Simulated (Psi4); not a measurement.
# SiH4O4 (orthosilicic acid): HSE06/def2-SVP

Aim: the vertical ionisation energy of SiH4O4 (orthosilicic acid) at HSE06/def2-SVP, from 2 runs. 

The calculation is run with Psi4 1.11.

## Step 1: The structure to begin with

The species is SiH4O4 (9 atoms), meant as a singlet with charge 0. SMILES: `O[Si](O)(O)O`. The shape is that of a PBE0-D4/def2-TZVP optimisation. This is one conformer, not always the lowest.

Bond lengths: O1–Si2 1.631 Å, Si2–O3 1.631 Å, Si2–O4 1.631 Å, Si2–O5 1.631 Å, O1–H6 0.958 Å, O3–H7 0.958 Å, O4–H8 0.958 Å, O5–H9 0.958 Å. Angles: O1–Si2–O3 106.4°, O1–Si2–O4 115.8°, O1–Si2–O5 106.4°, O3–Si2–O4 106.4°, O3–Si2–O5 115.8°, O4–Si2–O5 106.4°, Si2–O1–H6 116.6°, Si2–O3–H7 116.6°, Si2–O4–H8 116.6°, Si2–O5–H9 116.6°.

## Step 2: Energy and gradient at HSE06/def2-SVP

File h4o4si.xyz:

```xyz
9
H4O4Si
O     -0.969050     0.776350    -1.057560
Si     0.000010     0.000030    -0.000040
O      1.527610     0.433680    -0.372150
O     -0.043140    -1.629280    -0.059900
O     -0.515400     0.419370     1.489460
H     -0.639460     0.869750    -1.952330
H      2.226280    -0.135170    -0.046190
H     -0.768040    -2.056130     0.398680
H     -0.818790     1.321420     1.600040
```

File calc.py:

```python
import psi4

psi4.set_memory('2200 MB')
psi4.set_num_threads(1)
psi4.set_output_file('h4o4si.out', False)

with open('h4o4si.xyz') as f:
    atoms = ''.join(f.readlines()[2:])
m = psi4.geometry('0 1\n' + atoms + 'symmetry c1')

psi4.set_options({
    'reference': 'rks',
    'puream': True,
    'e_convergence': 1e-09,
    'd_convergence': 1e-08,
    'scf_type': 'pk',
    'dft_radial_points': 99,
    'dft_spherical_points': 590,
})

e, wfn = psi4.gradient("hse06/def2-SVP", return_wfn=True)
print('gradient / Eh bohr^-1')
print(e.np.round(6))
print(f'energy = {wfn.energy():.10f} Eh')
```

Command:

```sh
$ python calc.py
```

h4o4si.out:

```text
[...]
  Running in c1 symmetry.
[...]
  Nuclear repulsion =  269.977267005942508
[...]
  Multiplicity = 1
[...]
  Nalpha       = 25
  Nbeta        = 25
[...]
    Number of basis functions: 94
[...]
   @RKS iter   1:  -591.79745747691595   -1.39916e-01   1.20068e-02 DIIS/ADIIS
[...]
   @RKS iter  10:  -592.26270918472744    2.27374e-13   7.68640e-10 DIIS
[...]
    Orbital Energies [Eh]
    ---------------------
    Doubly Occupied:
       1A    -66.294791     2A    -19.188634     3A    -19.188592
       4A    -19.188591     5A    -19.188579     6A     -5.366028
       7A     -3.704344     8A     -3.704344     9A     -3.704139
      10A     -1.029255    11A     -0.988648    12A     -0.988647
      13A     -0.982848    14A     -0.582368    15A     -0.521078
      16A     -0.521076    17A     -0.511201    18A     -0.390589
      19A     -0.364796    20A     -0.362388    21A     -0.362386
      22A     -0.339959    23A     -0.336429    24A     -0.307325
      25A     -0.307323
[...]
  @RKS Final Energy:  -592.26270918472744
   => Energetics <=
    Nuclear Repulsion Energy =            269.9772670059425081
    One-Electron Energy =               -1356.3163319111736200
    Two-Electron Energy =                 537.7503238755455186
    DFT Exchange-Correlation Energy =     -43.6739681550417345
    Empirical Dispersion Energy =           0.0000000000000000
    VV10 Nonlocal Energy =                  0.0000000000000000
    Total Energy =                       -592.2627091847274414
[...]
 Multipole Moments:
 ------------------------------------------------------------------------------------
     Multipole            Electronic (a.u.)      Nuclear  (a.u.)        Total (a.u.)
 ------------------------------------------------------------------------------------
 L = 1.  Multiply by 2.5417464519 to convert [e a0] to [Debye]
 Dipole X            :          0.0000245           -0.0000323           -0.0000078
 Dipole Y            :          0.0000803           -0.0002244           -0.0001441
 Dipole Z            :         -0.0001036            0.0003169            0.0002133
 Magnitude           :                                                    0.0002576
[...]
  -Total Gradient:
     Atom            X                  Y                   Z
    ------   -----------------  -----------------  -----------------
       1        0.008387019230    -0.005473371749     0.005087195412
       2        0.000004090025    -0.000001852712     0.000000310007
       3       -0.009252854026    -0.005135630274     0.003788390869
       4       -0.001970969139     0.010883784476     0.001986058087
       5        0.002831283771    -0.000265748332    -0.010867743502
       6       -0.001188099560    -0.000350907912     0.002704902533
       7       -0.002066069709     0.001910172969    -0.000944138507
       8        0.002211193384     0.001212724808    -0.001568881798
       9        0.001044344422    -0.002779106780    -0.000186095260
[...]
```

The script printed:

```text
gradient / Eh bohr^-1
[[ 8.3870e-03 -5.4730e-03  5.0870e-03]
 [ 4.0000e-06 -2.0000e-06  0.0000e+00]
 [-9.2530e-03 -5.1360e-03  3.7880e-03]
 [-1.9710e-03  1.0884e-02  1.9860e-03]
 [ 2.8310e-03 -2.6600e-04 -1.0868e-02]
 [-1.1880e-03 -3.5100e-04  2.7050e-03]
 [-2.0660e-03  1.9100e-03 -9.4400e-04]
 [ 2.2110e-03  1.2130e-03 -1.5690e-03]
 [ 1.0440e-03 -2.7790e-03 -1.8600e-04]]
energy = -592.2627091847 Eh
```

Wall time 47 s (1 thread of AMD EPYC 7B13 (Zen 3), shared host); peak memory 0.97 GiB.

## Step 3: The doublet cation

File calc.inp:

```
memory 2200 MB

molecule m {
  1 2
  O
  Si 1 R2
  O 2 R3 1 A3
  O 2 R4 3 A4 1 D4
  O 2 R5 3 A5 1 D5
  H 1 R6 2 A6 3 D6
  H 3 R7 2 A7 4 D7
  H 4 R8 2 A8 3 D8
  H 5 R9 2 A9 3 D9

  R2 = 1.630981
  R3 = 1.630975
  A3 = 106.38019
  R4 = 1.63098
  A4 = 106.38066
  D4 = 124.05948
  R5 = 1.630982
  A5 = 115.84778
  D5 = -117.9703
  R6 = 0.958106
  A6 = 116.58611
  D6 = 36.75556
  R7 = 0.958113
  A7 = 116.58438
  D7 = -36.74079
  R8 = 0.958111
  A8 = 116.58379
  D8 = 160.76572
  R9 = 0.958106
  A9 = 116.58573
  D9 = 81.24287
  units angstrom
  symmetry c1
}

set globals {
  basis                def2-SVP
  reference            uks
  puream               true
  e_convergence        1e-09
  d_convergence        1e-08
  scf_type             pk
  dft_radial_points    99
  dft_spherical_points 590
  maxiter              100
}

energy_value, wavefunction = gradient('hse06', return_wfn=True)
oeprop(wavefunction, 'WIBERG_LOWDIN_INDICES', 'DIPOLE', 'MULLIKEN_CHARGES', title='HSE06')
print_variables()
```

Command:

```sh
$ psi4 -n 1 calc.inp calc.out
```

calc.out, cut to the lines that bear on the results:

```text
[...]
  Running in c1 symmetry.
[...]
  Nuclear repulsion =  269.977287468162217
[...]
  Multiplicity = 2
[...]
  Nalpha       = 25
  Nbeta        = 24
[...]
    Number of basis functions: 94
[...]
   @UKS iter   1:  -591.57707097670470    8.04715e-02   9.20822e-03 DIIS/ADIIS
[...]
   @UKS iter  17:  -591.85407163452328   -2.04636e-11   3.10311e-09 DIIS
[...]
   @S^2 Observed:                7.574942573E-01
[...]
  @UKS Final Energy:  -591.85407163452328
   => Energetics <=
    Nuclear Repulsion Energy =            269.9772874681622170
    One-Electron Energy =               -1343.0931219146341391
    Two-Electron Energy =                 524.5980297920769999
    DFT Exchange-Correlation Energy =     -43.3362669801282365
    Empirical Dispersion Energy =           0.0000000000000000
    VV10 Nonlocal Energy =                  0.0000000000000000
    Total Energy =                       -591.8540716345232795
[...]
  -Total Gradient:
     Atom            X                  Y                   Z
    ------   -----------------  -----------------  -----------------
       1        0.008123378168    -0.011357789384    -0.003980649655
       2       -0.003029130088     0.001592231273    -0.002112302598
       3       -0.002747372002     0.003977314954     0.007143446287
       4        0.004582269709     0.004610886862     0.012980784914
       5        0.002999093245    -0.004094055330    -0.006991129870
       6        0.002165640977     0.012728075154     0.015435204852
       7        0.000655655546     0.008769679972    -0.015797523908
       8        0.004952360506    -0.016506180192    -0.010388503921
       9       -0.017695206308     0.000276338590     0.003715306377
[...]
 Multipole Moments:
 ------------------------------------------------------------------------------------
[...]
```

Wall time 89 s (1 thread of AMD EPYC 7B13 (Zen 3), shared host); peak memory 0.97 GiB.

## Step 4: What came out

Level: HSE06/def2-SVP.

| quantity | value |
| --- | --- |
| singlet SiH4O4: total energy | -592.26271 Eh |
| singlet SiH4O4: dipole moment | 0.00 D |
| singlet SiH4O4: HOMO energy | -8.36 eV |
| singlet SiH4O4: LUMO energy | 0.76 eV |
| singlet SiH4O4: HOMO–LUMO gap | 9.12 eV |
| singlet SiH4O4: largest force on an atom | 0.578 eV/Å |
| doublet cation: total energy | -591.85407 Eh |
| doublet cation: HOMO energy (highest over α and β) | -14.69 eV |
| doublet cation: LUMO energy (lowest over α and β) | -13.88 eV |
| doublet cation: ⟨S²⟩ | 0.757 |
| doublet cation: largest force on an atom | 1.035 eV/Å |
| vertical ionisation energy (to the doublet cation) | 11.120 eV |

What this shows: Removing an electron at fixed nuclei costs 11.12 eV (256 kcal/mol). The largest force (singlet SiH4O4) is 0.58 eV/Å: the shape isn't a stationary point for this species at this level. −ε(HOMO) before ionisation, 8.36 eV, is 2.76 eV below this ionisation energy. Mulliken charges (doublet cation) run from -0.23 on O1 to +0.89 on Si2.
